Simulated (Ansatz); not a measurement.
# CuH₄NO: vertical ionisation energy

An exercise on one series of results from a longer session: the logs are not shown, and one member is left open.

Computed with Ansatz 0.2.0, Gaussian basis. Level: unrestricted cation, the program's frozen cores in correlated methods.

The runs, in order: UKS PBE-D4/def2-TZVPP; UKS r2SCAN-D4/def2-TZVPP; UKS PBE0-D4/def2-TZVPP; UKS B3LYP-D4/def2-TZVPP; UKS wB97X-V/def2-TZVPP; UKS wB97M-V/def2-TZVPP; UKS B2PLYP (frozen core with 3s3p of Cu, Zn)/def2-TZVPP; UHF-CCSD(T) with 3s3p of Cu, Zn/def2-TZVPP; UHF-MP2 with 3s3p of Cu, Zn/def2-QZVPP; extrapolation to the limit; then −ε(HOMO) from the neutral's earlier runs with LDA (SPW92), PBE-D4, revPBE-D4, BLYP-D4, r2SCAN-D4, B97M-V, PBE0-D4, B3LYP-D4, r2SCANh-D4, r2SCAN0-D4, HSE06-D4, BHLYP-D4, CAM-B3LYP-D4, LC-ωPBE, ωB97X-V, ωB97M-V.

## Structure used throughout

All runs share one geometry, relaxed beforehand with PBE0-D4 in a triple-zeta def2 set.

SMILES `[NH3+][Cu-][OH]`, 7 atoms, charge 0, spin multiplicity 1.

Atoms are counted from 1 here; the program's logs count them from 0.

Bond lengths: N1–Cu2 1.923 Å, N1–H4 1.015 Å, N1–H5 1.016 Å, N1–H6 1.015 Å, Cu2–O3 1.781 Å, O3–H7 0.959 Å. Angles: Cu2–N1–H4 111.5°, Cu2–N1–H5 110.9°, Cu2–N1–H6 111.6°, H4–N1–H5 107.5°, H4–N1–H6 107.6°, H5–N1–H6 107.5°, N1–Cu2–O3 175.8°, Cu2–O3–H7 111.4°.

Set-up of the first run:

Input file in.yaml:

```yaml
crystal:
  periodic: [false, false, false]
  atoms:
    - {symbol: N, position_ang: [-1.047579, 0.623265, -0.200689]}
    - {symbol: Cu, position_ang: [0.643645, -0.261160, 0.032270]}
    - {symbol: O, position_ang: [2.262573, -0.991833, 0.166044]}
    - {symbol: H, position_ang: [-1.796063, -0.042421, -0.364973]}
    - {symbol: H, position_ang: [-1.020579, 1.253924, -0.996215]}
    - {symbol: H, position_ang: [-1.298276, 1.172335, 0.615485]}
    - {symbol: H, position_ang: [2.256290, -1.754100, 0.748077]}
basis:
  gaussian: {orbitals: def2-TZVPP}
total_charge: 1
magnetization: {spin_polarized: true, initial_magnetization: 1}
hamiltonian: {xc: pbe, dispersion: d4}
```

The run is started by

```console
$ ansatz run in.yaml --threads 4 --pin off --events-out ev --progress --plain --max-ram 10444MiB
```

Steps of the session up to this table: Cation, UKS PBE-D4/def2-TZVPP; Cation, UKS r2SCAN-D4/def2-TZVPP; Cation, UKS PBE0-D4/def2-TZVPP; Cation, UKS B3LYP-D4/def2-TZVPP; Cation, UKS wB97X-V/def2-TZVPP; Cation, UKS wB97M-V/def2-TZVPP; Cation, UKS B2PLYP (frozen core with 3s3p of Cu, Zn)/def2-TZVPP; Cation, UHF-CCSD(T) with 3s3p of Cu, Zn/def2-TZVPP; Cation, UHF-MP2 with 3s3p of Cu, Zn/def2-QZVPP.

One of the session's tables, all rows but one given; the rest of the session is left out.

It belongs to the step «Ionisation energies side by side». Orbital estimates, from the neutral's runs:

```
  functional  −ε(HOMO) (eV)
 LDA (SPW92)           4.35
      PBE-D4           4.12
   revPBE-D4           4.03
     BLYP-D4           4.06
   r2SCAN-D4           4.30
      B97M-V           4.45
     PBE0-D4           5.70
    B3LYP-D4           5.49
  r2SCANh-D4           4.94
  r2SCAN0-D4           5.89
    HSE06-D4           5.29
    BHLYP-D4           7.18
CAM-B3LYP-D4           7.21
     LC-ωPBE           8.44
     ωB97X-V           8.18
     ωB97M-V              ?
```

**Question.** Estimate the row for ωB97M-V.

As computed: −ε(HOMO) (eV): 8.20. In the column «−ε(HOMO) (eV)» it lies between ωB97X-V (8.18) and LC-ωPBE (8.44).
